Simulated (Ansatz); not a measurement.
# GaSb (zincblende type): how the settings move a single-point run

Aim: see which settings change the result for GaSb (zincblende type), by how much, and at what cost.

Program: Ansatz 0.2.0. Level of theory: reference: DFT, LDA, norm-conserving pseudopotentials, Ansatz's default files, scalar-relativistic. These are calculated values, not measurements.

### Step 1. Starting point

Symmetry: F-43m, No. 216, cubic system. Conventional cell: a = 5.926 Å, b = 5.926 Å, c = 5.926 Å, α = 90.00°, β = 90.00°, γ = 90.00°. Ga (site symmetry -43m) is surrounded by 4 Sb at 2.57 Å. Around Sb (site symmetry -43m) lie 4 Ga at 2.57 Å.

Coordinates:

```
CELL_PARAMETERS angstrom
0.00000 2.96322 2.96322
2.96322 0.00000 2.96322
2.96322 2.96322 0.00000
ATOMIC_POSITIONS crystal
Ga 0.00000 0.00000 0.00000
Sb 0.25000 0.25000 0.25000
```

### Step 2. Reference

Contents of input.yaml:

```yaml
crystal:
  lattice:
    - [0.0, 2.963218464, 2.963218464]
    - [2.963218464, 0.0, 2.963218464]
    - [2.963218464, 2.963218464, 0.0]
  atoms:
    - { symbol: Ga, position: [0.0, 0.0, 0.0] }
    - { symbol: Sb, position: [0.25, 0.25, 0.25] }
kpoints:
  mp_grid: { grid: [11, 11, 11] }
scf:
  occupations: { method: fermi_dirac, width: 0.1 }
hamiltonian:
  xc: lda
  pseudopotentials: { kind: nc }
output:
  forces: true
  stress: true
  eigenvalues: true
```

The run is started by

```sh
ansatz run input.yaml --threads 1 --pin off --max-ram 2048MiB --backend cpu --events-out ev --progress --plain --runs-dir out
```

### Step 3. Changing settings: eigensolver.kind davidson

input.yaml, as its differences from that of step 2:

```diff
@@ -12,2 +12,3 @@
   occupations: { method: fermi_dirac, width: 0.1 }
+  eigensolver: { kind: davidson }
 hamiltonian:
```

**Question.** What will these runs give? Wanted: for each run, ending; energy change; pressure; gap; force.

As calculated:

```
                         run     ending  energy change  pressure (GPa)  gap (eV)  force (eV/Å)  cycles  time
                   reference  converged              0             3.9      0.51          0.00       7  18 s
1: eigensolver.kind davidson  converged   0.0 meV/atom             3.9      0.51          0.00       7  24 s
```

Residual by cycle in the longest SCF loop of each run; runs are numbered as in the table. The quantity is the density residual dr2, in eV.

```
cycle  reference    run 1
    1      0.461     0.47
    2     0.0655   0.0627
    3    0.00432  0.00502
    4     1.5e-4   1.9e-4
    5     3.8e-6   1.3e-5
    6     3.5e-8   2.2e-6
    7     1.4e-9   7.8e-8
```

**Reading.** Energy and cycle count are those of the reference, so the change (solver) left the result and the number of cycles as they were.
